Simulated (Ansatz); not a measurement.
**C₂H₉NSi₂: how energies converge with the basis set**

One table from this session's results is given with a row withheld; the runs are named, their logs left out.

Method: one geometry, several basis sets; program: Ansatz 0.2.0, Gaussian basis.

Levels to be run: PBE0-D4/def2-SVP; ωB97M-V/def2-SVP; PBE0-D4/def2-QZVPP; ωB97M-V/def2-QZVPP; the functionals' def2-TZVPP values are taken from earlier runs.

**The relaxed structure**

All runs share one geometry, relaxed beforehand with PBE0-D4 in a triple-zeta def2 set.

SMILES `N[Si]1([SiH3])CC1`, 14 atoms, charge 0, spin multiplicity 1.

Atoms are counted from 1 here; the program's logs count them from 0.

Bond lengths: N1–Si2 1.714 Å, N1–H6 1.006 Å, N1–H7 1.006 Å, Si2–Si3 2.318 Å, Si2–C4 1.845 Å, Si2–C5 1.855 Å, Si3–H8 1.490 Å, Si3–H9 1.489 Å, Si3–H10 1.488 Å, C4–C5 1.548 Å, C4–H11 1.087 Å, C4–H12 1.085 Å, C5–H13 1.086 Å, C5–H14 1.086 Å. Angles: Si2–N1–H6 121.7°, Si2–N1–H7 120.6°, H6–N1–H7 111.9°, N1–Si2–Si3 115.2°, N1–Si2–C4 117.7°, N1–Si2–C5 122.4°, Si3–Si2–C4 119.0°, Si3–Si2–C5 117.3°, C4–Si2–C5 49.4°, Si2–Si3–H8 111.2°, Si2–Si3–H9 108.5°, Si2–Si3–H10 111.9°, H8–Si3–H9 108.3°, H8–Si3–H10 107.9°, H9–Si3–H10 108.9°, Si2–C4–C5 65.6°, Si2–C4–H11 118.7°, Si2–C4–H12 120.4° and more.

The first run:

Contents of in.yaml:

```yaml
crystal:
  periodic: [false, false, false]
  atoms:
    - {symbol: N, position_ang: [-1.196588, 1.630771, 0.373100]}
    - {symbol: Si, position_ang: [-0.180349, 0.285102, 0.066281]}
    - {symbol: Si, position_ang: [1.371076, -0.178664, 1.724318]}
    - {symbol: C, position_ang: [-0.880211, -1.109794, -0.918317]}
    - {symbol: C, position_ang: [0.211480, -0.294163, -1.651715]}
    - {symbol: H, position_ang: [-0.842620, 2.572734, 0.368311]}
    - {symbol: H, position_ang: [-2.175371, 1.596987, 0.142982]}
    - {symbol: H, position_ang: [2.273266, 0.983709, 1.956685]}
    - {symbol: H, position_ang: [2.200103, -1.334646, 1.285552]}
    - {symbol: H, position_ang: [0.717855, -0.516429, 3.017913]}
    - {symbol: H, position_ang: [-1.887069, -1.015344, -1.315588]}
    - {symbol: H, position_ang: [-0.634213, -2.136487, -0.668219]}
    - {symbol: H, position_ang: [-0.132041, 0.300611, -2.492978]}
    - {symbol: H, position_ang: [1.141885, -0.813586, -1.859326]}
basis:
  gaussian: {orbitals: def2-SVP}
hamiltonian: {xc: pbe0, dispersion: d4}
output: {orbitals: {seedname: orbitals}}
```

On the command line:

```console
> ansatz run in.yaml --threads 4 --pin off --events-out ev --progress --plain --max-ram 10444MiB
```

Among the steps run: PBE0-D4 in def2-SVP; ωB97M-V in def2-SVP; PBE0-D4 in def2-QZVPP; ωB97M-V in def2-QZVPP.

One table of the session follows, with a row left open; its other results are not shown here.

It belongs to the step «Density functionals: the series». 

```
functional       basis  HOMO (eV)  LUMO (eV)
   PBE0-D4    def2-SVP      -6.31       0.37
   PBE0-D4  def2-TZVPP      -6.40       0.04
   PBE0-D4  def2-QZVPP      -6.43      -0.06
   ωB97M-V    def2-SVP          ?          ?
   ωB97M-V  def2-TZVPP      -8.56       1.72
   ωB97M-V  def2-QZVPP      -8.58       1.38
```

Q: Estimate the row for ωB97M-V, def2-SVP from the others.

As computed: HOMO (eV): -8.45; LUMO (eV): 2.22. In the column «HOMO (eV)» it lies between ωB97M-V, def2-TZVPP (-8.56) and PBE0-D4, def2-QZVPP (-6.43).
